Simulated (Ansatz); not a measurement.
# NbP: the cost of one run

Method: DFT LDA, scalar-relativistic, plane waves, PAW, in Ansatz 0.2.0.

1 further run of the same task is left out (set aside as unsound or not needed).

## (1) The system as given

The structure is tetragonal, space group I4_1md (No. 109). Conventional cell: a = 3.303 Å, b = 3.303 Å, c = 11.243 Å, α = 90.00°, β = 90.00°, γ = 90.00°. Nb (site symmetry 2mm) is surrounded by 6 P at 2.51 Å. P (site symmetry 2mm) is surrounded by 6 Nb at 2.51 Å.

Coordinates:

```xyz
4
Lattice="-1.6513 1.6513 5.6214 1.6513 -1.6513 5.6214 1.6513 1.6513 -5.6214" Properties=species:S:1:pos:R:3 pbc="T T T"
Nb    0.0000    0.0000    8.4337
Nb    1.6513    0.0000    5.6230
P     0.0000    0.0000    3.7380
P     1.6513    0.0000    0.9273
```

It goes back to an entry of the Materials Project.

This cell was relaxed beforehand with the same method: volume 15.33 Å³/atom, gap on the mesh none (metal).

## (2) Elastic constants, atoms relaxed

The input, input.yaml:

```yaml
crystal:
  lattice:
    - [-1.6512597524, 1.6512597524, 5.6214000834]
    - [1.6512597524, -1.6512597524, 5.6214000834]
    - [1.6512597524, 1.6512597524, -5.6214000834]
  atoms:
    - { symbol: Nb, position: [0.7501456229, 0.7501456229, 0.0] }
    - { symbol: Nb, position: [0.5001456229, 1.0001456229, 0.5] }
    - { symbol: P, position: [0.3324829521, 0.3324829521, 0.0] }
    - { symbol: P, position: [0.0824829521, 0.5824829521, 0.5] }
basis:
  ecutwfc: 420
kpoints:
  mp_grid: { grid: [18, 18, 18] }
hamiltonian:
  xc: lda
scf:
  occupations: { method: fermi_dirac, width: 0.15 }
output:
  forces: true
  stress: true
  eigenvalues: true
elastic:
  mode: relaxed_ion
  amplitude: 0.005
  stencil: two_point
```

Launch:

```sh
> ansatz run input.yaml --threads 4 --pin off --max-ram 10240MiB --backend cpu --events-out ev --progress --plain --runs-dir out
```

**Question.** How long does this run take on 4 threads of Intel Xeon Platinum 8488C (Sapphire Rapids), shared host, and how much memory does it need?

About 16 min, with a peak of 2.5 GiB.
